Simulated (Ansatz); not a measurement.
**BaAlGe: one contact scaled**

One table from this session's results is given with a row withheld; the runs are named, their logs left out.

Method: DFT LDA, with the methods named in each step, in Ansatz 0.2.0.

3 further runs of the same task are left out: 3 that didn't finish.

## The structure to begin with

The structure is hexagonal, space group P-6m2 (No. 187). The conventional cell has a = 4.353 Å, b = 4.353 Å, c = 5.228 Å, α = 90.00°, β = 90.00°, γ = 120.00°. Around Ba (site symmetry -6m2) lie 6 Al at 3.63 Å and 6 Ge at 3.63 Å. Around Al (site symmetry -6m2) lie 3 Ge at 2.51 Å. Around Ge (site symmetry -6m2) lie 3 Al at 2.51 Å.

Coordinates:

```xyz
3
Lattice="4.3526 0.0000 0.0000 -2.1763 3.7695 0.0000 0.0000 0.0000 5.2278" Properties=species:S:1:pos:R:3 pbc="T T T"
Ba    0.0000    0.0000    0.0000
Al    2.1763    1.2565    2.6139
Ge    0.0000    2.5130    2.6139
```

Atoms are numbered in the order of the input: Ba1, Al2, Ge3.

Set-up of the first run:

The input, input.yaml:

```yaml
crystal:
  lattice:
    - [4.3526167746, 0.0, 0.0]
    - [-2.1763083873, 3.7694766997, 0.0]
    - [0.0, 0.0, 5.2277673]
  atoms:
    - { symbol: Ba, position: [0.0, 0.0, 0.0] }
    - { symbol: Al, position: [0.6666666667, 0.3333333333, 0.5] }
    - { symbol: Ge, position: [0.3333333333, 0.6666666667, 0.5] }
kpoints:
  mp_grid: { grid: [8, 8, 6] }
scf:
  occupations: { method: fermi_dirac, width: 0.05 }
hamiltonian:
  xc: lda
  pseudopotentials: { kind: paw }
output:
  forces: true
  stress: true
  eigenvalues: true
  efg: { contact_densities: true }
  populations: true
```

Run with:

```sh
$ ansatz run input.yaml --threads 1 --pin off --max-ram 3072MiB --backend cpu --events-out ev --progress --plain --runs-dir out
```

Among the steps run: Shortest bond scaled by 1, PAW; Shortest bond scaled by 0.82, PAW; Shortest bond scaled by 0.76, PAW; Shortest bond scaled by 0.7, PAW; Shortest bond scaled by 0.58, PAW; Shortest bond scaled by 0.58, PAW (source ansatz).

One of the session's tables, all rows but one given; the rest of the session is left out.

| method | length (Å) | F from the given length (eV/cell) | force along the bond (eV/Å) | pressure (GPa) | largest force (eV/Å) |
| --- | --- | --- | --- | --- | --- |
| PAW | 1.458 | ? | ? | ? | ? |
| PAW | 1.759 | 4.512 | 17.849 | 14.08 | 17.896 |
| PAW | 1.910 | 2.400 | 10.715 | 6.74 | 10.745 |
| PAW | 2.061 | 1.148 | 6.227 | 1.92 | 6.243 |
| PAW | 2.513 | 0.000 | 0.000 | -2.93 | 0.000 |
| PAW (source ansatz) | 1.458 | – | 48.390 | 39.87 | 48.451 |

Q: Estimate the row for PAW, 1.458 from the others.

**Answer.** F from the given length (eV/cell): 13.606; force along the bond (eV/Å): 46.477; pressure (GPa): 38.13; largest force (eV/Å): 46.536.

Caveats from the session: Warnings in the runs' records: gradients without spin orbit.
